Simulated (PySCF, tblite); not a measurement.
# C4H3F2O2 radical: geometry, infrared bands and EPR parameters

Wanted: the infrared bands and EPR parameters of C4H3F2O2 radical (`O=C1C[C@@H](F)O[C]1F`), by calculation.

The runs use tblite 0.8.0 and PySCF 2.14.0, with density-fitted response routines of our own; the level of theory stands in each step. All values are computed, except where a source is named. Atoms are numbered from 0 throughout.

## Step 1: The starting structure

11 atoms, charge 0, multiplicity 2; geometry from: force field or distance geometry start.

Bonds of the start (Å): O0–C1 1.24, C1–C2 1.47, C2–C3 1.54, C3–F4 1.41, C3–O5 1.39, O5–C6 1.41, C6–F7 1.39, C6–C1 1.51, C2–H8 1.11, C2–H9 1.09, C3–H10 1.09.

## Step 2: Relaxing the molecule with GFN2-xTB

Job settings and geometry (Å):

```
{"job": {"kind": "relax", "xc": "GFN2-xTB", "basis": "xTB"}, "charge": 0, "multiplicity": 2}
O      0.621700    -1.831600     1.313900
C      0.436300    -0.878300     0.550900
C     -0.777300    -0.501900    -0.197900
C     -0.587800     1.028600    -0.111900
F     -0.505700     1.408500     1.239400
O      0.706100     1.089700    -0.623200
C      1.443900     0.186200     0.177400
F      2.340400    -0.440100    -0.683100
H     -0.609800    -0.801800    -1.249500
H     -1.726800    -0.829200     0.237800
H     -1.335600     1.572600    -0.679600
```

On the command line:

```bash
$ OMP_NUM_THREADS=1 python probes_run.py task.json out
```

The driver reads the jobs from task.json and runs them one after another.

Output:

```text
step      E/eV     max force
  0    -750.51455    4.611
  1    -750.68929    6.459
  2    -750.97142    1.338
  3    -751.07801    1.049
  4    -751.22663    0.988
  5    -751.28702    0.763
  6    -751.38712    0.683
  7    -751.44312    0.673
  8    -751.47563    0.470
  9    -751.50511    0.405
 10    -751.53725    0.439
 11    -751.58049    0.667
 12    -751.62813    0.774
 13    -751.67138    0.879
 14    -751.71385    0.771
 15    -751.75977    0.507
 16    -751.79811    0.631
 17    -751.83144    0.442
 18    -751.85612    0.431
 19    -751.87726    0.540
 20    -751.89344    0.521
 21    -751.90546    0.346
 22    -751.91293    0.285
 23    -751.91932    0.187
 24    -751.92349    0.175
 25    -751.92600    0.174
 26    -751.92884    0.149
 27    -751.93211    0.176
 28    -751.93492    0.151
 29    -751.93719    0.142
 30    -751.93957    0.146
 31    -751.94293    0.241
 32    -751.94689    0.232
 33    -751.95022    0.250
 34    -751.95219    0.146
 35    -751.95349    0.119
 36    -751.95459    0.103
 37    -751.95643    0.105
 38    -751.95767    0.097
 39    -751.95869    0.096
 40    -751.95943    0.076
 41    -751.96004    0.067
 42    -751.96043    0.050
 43    -751.96068    0.040
 44    -751.96083    0.055
 45    -751.96093    0.053
 46    -751.96099    0.035
 47    -751.96101    0.016
 48    -751.96102    0.008
```

Wall time 0.24 s (1 thread of Arm Neoverse V1, shared host).

Step by step: (not every step is listed)

```csv
step,energy from step 0 (eV),largest force (eV/Å)
0,0.0000,4.6107
1,-0.1747,6.4591
2,-0.4569,1.3375
3,-0.5635,1.0486
4,-0.7121,0.9884
5,-0.7725,0.7627
6,-0.8726,0.6827
7,-0.9286,0.6733
8,-0.9611,0.4704
11,-1.0659,0.6674
14,-1.1993,0.7707
17,-1.3169,0.4421
20,-1.3789,0.5208
23,-1.4048,0.1867
26,-1.4143,0.1491
29,-1.4226,0.1415
32,-1.4323,0.2315
35,-1.4389,0.1189
38,-1.4431,0.0975
41,-1.4455,0.0673
43,-1.4461,0.0402
44,-1.4463,0.0551
45,-1.4464,0.0528
46,-1.4464,0.0347
47,-1.4465,0.0155
48,-1.4465,0.0079
```

Distances of close pairs at the start and the end, largest changes first:

```csv
bond,before (Å),after (Å),change (Å)
C1–C6,1.513,1.422,-0.091
C6–F7,1.392,1.312,-0.079
O5–C6,1.415,1.343,-0.072
C1–C2,1.475,1.534,+0.059
C3–F4,1.406,1.367,-0.039
C2–C3,1.545,1.527,-0.017
O0–C1,1.235,1.218,-0.017
C2–H8,1.106,1.089,-0.017
```

The next job starts from the end point, and lists it.

## Step 3: Harmonic vibrations with GFN2-xTB

Job settings and geometry (Å):

```
{"job": {"kind": "ir", "xc": "GFN2-xTB", "basis": "xTB"}, "charge": 0, "multiplicity": 2}
O      0.762330    -2.245809     0.539356
C      0.516486    -1.092735     0.233320
C     -0.865304    -0.469025    -0.002682
C     -0.557539     1.010471    -0.223315
F     -0.932959     1.743948     0.867318
O      0.838340     1.146884    -0.360606
C      1.411773    -0.014180    -0.004967
F      2.724125    -0.021163     0.012939
H     -1.345756    -0.929045    -0.865377
H     -1.506871    -0.607068     0.867678
H     -1.039201     1.480393    -1.089629
```

Output:

```text
mode    cm-1     km/mol
  1      72.1      6.24
  2     139.6      3.57
  3     279.6      7.15
  4     281.9     12.10
  5     365.6      9.30
  6     443.9      7.28
  7     509.1      1.78
  8     526.8      1.41
  9     599.1     11.82
 10     711.1      7.79
 11     794.9     29.09
 12     867.8     10.84
 13     957.1     65.12
 14     973.8     54.70
 15    1019.1    147.10
 16    1070.2     46.82
 17    1115.9     50.00
 18    1221.3     53.93
 19    1230.4     37.61
 20    1280.8     47.95
 21    1334.9    249.32
 22    1411.1     26.93
 23    1420.7    134.37
 24    1685.4    250.80
 25    2930.6     10.22
 26    3005.9      1.05
 27    3015.3      1.32
```

Wall time 0.25 s (1 thread of Arm Neoverse V1, shared host).

The strongest bands and the atoms that carry them (share of the mass-weighted mode):

```csv
cm⁻¹,km/mol,atoms
957,65.1,"C3 41 %, O5 31 %"
974,54.7,"H8 28 %, C3 23 %, C2 18 %"
1019,147.1,"C1 37 %, C2 18 %, H9 13 %, C3 12 %"
1116,50.0,"H8 29 %, H9 27 %, C3 25 %"
1221,53.9,"H10 54 %, C3 20 %"
1335,249.3,"C6 59 %, O5 22 %"
1421,134.4,"C6 39 %, H9 19 %, H8 17 %"
1685,250.8,"C1 63 %, O0 32 %"
```

## Step 4: g tensor and hyperfine couplings: B3LYP/pcH-1

Settings changed since step 3:

```diff
@@ -1,2 +1,2 @@
-{"job": {"kind": "ir", "xc": "GFN2-xTB", "basis": "xTB"}, "charge": 0, "multiplicity": 2}
+{"job": {"kind": "epr", "basis": "pcH-1"}, "charge": 0, "multiplicity": 2}
 O      0.762330    -2.245809     0.539356
```

With the program's defaults for keys left out, this is: UKS B3LYP, pcH-1 on C F H O, non-relativistic, mean-field spin-orbit, GIAO.

Output:

```text
UKS, coarse grid
  cycle   1  E = -504.03933748  |g| = 8.79e-01
  cycle   2  E = -502.05393763  |g| = 2.21e+00
  cycle   3  E = -504.23290844  |g| = 4.71e-01
  cycle   4  E = -504.31874964  |g| = 1.48e-01
  cycle   5  E = -504.32515274  |g| = 5.53e-02
  cycle   6  E = -504.32625844  |g| = 2.58e-02
  cycle   7  E = -504.32655901  |g| = 1.16e-02
  cycle   8  E = -504.32664120  |g| = 4.56e-03
  cycle   9  E = -504.32665840  |g| = 1.58e-03
  cycle  10  E = -504.32665901  |g| = 6.91e-04
UKS, final grid
  cycle   1  E = -504.32673400  |g| = 8.30e-04
  cycle   2  E = -504.32673371  |g| = 1.27e-03
  cycle   3  E = -504.32673433  |g| = 2.56e-04
  cycle   4  E = -504.32673436  |g| = 1.16e-04
  cycle   5  E = -504.32673437  |g| = 5.67e-05
  cycle   6  E = -504.32673437  |g| = 1.32e-05
E = -504.32673437 Eh   <S^2> = 0.7592 (exact 0.7500)
g shifts (ppm)      1          2          3
  rmc          -273       -273       -273
  gc            -11         53         52
  oz_so         -87       3750       6383
  total        -371       3530       6162
hyperfine (MHz)  atom isotope    a_iso     a_fc   dipolar eigenvalues
    0   17O     -22.23     -22.23   -101.26     50.29     50.97
    1   13C     -31.53     -31.53     -4.68      0.63      4.04
    2   13C      -7.59      -7.59     -0.91     -0.51      1.43
    3   13C       0.18       0.18     -1.15     -0.70      1.85
    4   19F      25.86      25.86    -12.72     -9.04     21.76
    5   17O     -18.23     -18.23    -55.29     26.85     28.43
    6   13C      55.63      55.63    -55.75    -54.03    109.78
    7   19F      98.53      98.53   -173.24   -147.44    320.69
    8    1H      10.92      10.92     -2.57     -1.39      3.96
    9    1H       6.09       6.09     -2.49     -1.13      3.61
   10    1H       1.66       1.66     -2.43     -2.30      4.73
```

Run time: 45 s. Hardware: 1 thread of Arm Neoverse V1, shared host; peak memory 0.91 GiB.

Principal g values 2.00195, 2.00585, 2.00848; g(iso) = 2.00543, against 2.00232 for a free electron.

Hyperfine couplings, nucleus by nucleus at this fixed geometry (no averaging over rotations):

```csv
nuclei,isotope,a(iso) (MHz),"a(iso) (G, at g = 2.0023)",largest dipolar term (MHz)
F7,19F,98.5,35.2,320.7
C6,13C,55.6,19.9,109.8
C1,13C,-31.5,-11.2,-4.7
F4,19F,25.9,9.2,21.8
O0,17O,-22.2,-7.9,-101.3
O5,17O,-18.2,-6.5,-55.3
H8,1H,10.9,3.9,4.0
C2,13C,-7.6,-2.7,1.4
H9,1H,6.1,2.2,3.6
H10,1H,1.7,0.6,4.7
C3,13C,0.2,0.1,1.8
```

Mulliken spin populations:

```csv
atom,value (e)
O0,0.32
C1,-0.02
C2,-0.01
C3,0.00
F4,0.00
O5,0.11
C6,0.54
F7,0.04
H8,0.01
H9,0.00
H10,0.00
```

In first order the couplings over 0.8 MHz of 19F, 1H give 32 distinct lines over 51.1 G.

The fields below are evaluated on a grid from the run's orbitals.

ELF in a plane through or near 7 of the atoms.

Values, 10 rows by 14 columns:
```
0.00 0.00 0.00 0.00 0.00 0.00 0.00 0.00 0.00 0.00 0.00 0.00 0.00 0.00
0.00 0.00 0.00 0.01 0.02 0.00 0.06 0.07 0.00 0.00 0.00 0.00 0.00 0.00
0.00 0.00 0.06 0.51 0.67 0.02 0.69 0.81 0.13 0.00 0.00 0.00 0.00 0.00
0.00 0.00 0.33 0.82 0.64 0.32 0.75 0.63 0.27 0.14 0.02 0.00 0.00 0.00
0.00 0.00 0.23 0.59 0.41 0.48 0.41 0.47 0.83 0.53 0.05 0.00 0.00 0.00
0.00 0.00 0.00 0.02 0.19 0.78 0.48 0.62 0.93 0.25 0.02 0.00 0.00 0.00
0.00 0.00 0.28 0.83 0.80 0.41 0.84 0.23 0.50 0.29 0.02 0.00 0.00 0.00
0.00 0.00 0.16 0.78 0.81 0.79 0.05 0.31 0.55 0.21 0.02 0.00 0.00 0.00
0.00 0.00 0.01 0.16 0.53 0.51 0.01 0.02 0.04 0.02 0.00 0.00 0.00 0.00
0.00 0.00 0.00 0.00 0.00 0.00 0.00 0.00 0.00 0.00 0.00 0.00 0.00 0.00
```
The map spans 9.8 Å across and 8.3 Å up, centred on the molecule. Atoms in the plane (x, y in Å): O0 (-1.9, -1.5), C1 (-1.0, -0.7), C2 (0.5, -0.9), C3 (1.0, 0.6), O5 (-0.1, 1.5), C6 (-1.2, 0.7), F7 (-2.3, 1.4).

On the surface of density 0.002 e/bohr³ the electrostatic potential runs, from the 1st to the 99th percentile, from -1.59 V near O0 to 1.76 V near H10.

The spin density lies nearest to C6 41 %; O0 27 %; O5 13 %; C1 9 %.

## Step 5: What came out

```
                                 quantity                  value
strongest single infrared mode (GFN2-xTB)  1685 cm⁻¹, 251 km/mol
             zero-point energy (GFN2-xTB)          41.8 kcal/mol
                           g(iso) (B3LYP)                2.00543
                                     ⟨S²⟩     0.759 (exact 0.75)
                           largest a(iso)    19F on F7, 98.5 MHz
    surface potential, 1st and 99th percentile     -1.59 V and 1.76 V
```

In words: The optimisation took 48 steps and gained 1.446 eV; among the close pairs (by a distance rule), C1–C6 changed most, from 1.513 to 1.422 Å. No mode is imaginary among the 27: a minimum at this level. The strongest single mode, at 1685 cm⁻¹, moves mainly C1 and O0. GFN2-xTB is a fitted tight-binding method: band positions and strengths are rough. Its intensities can rank the bands wrongly. The largest share of the spin, 0.54 e, sits on C6. The isotropic g lies 3.1 ppt above the free-electron value.
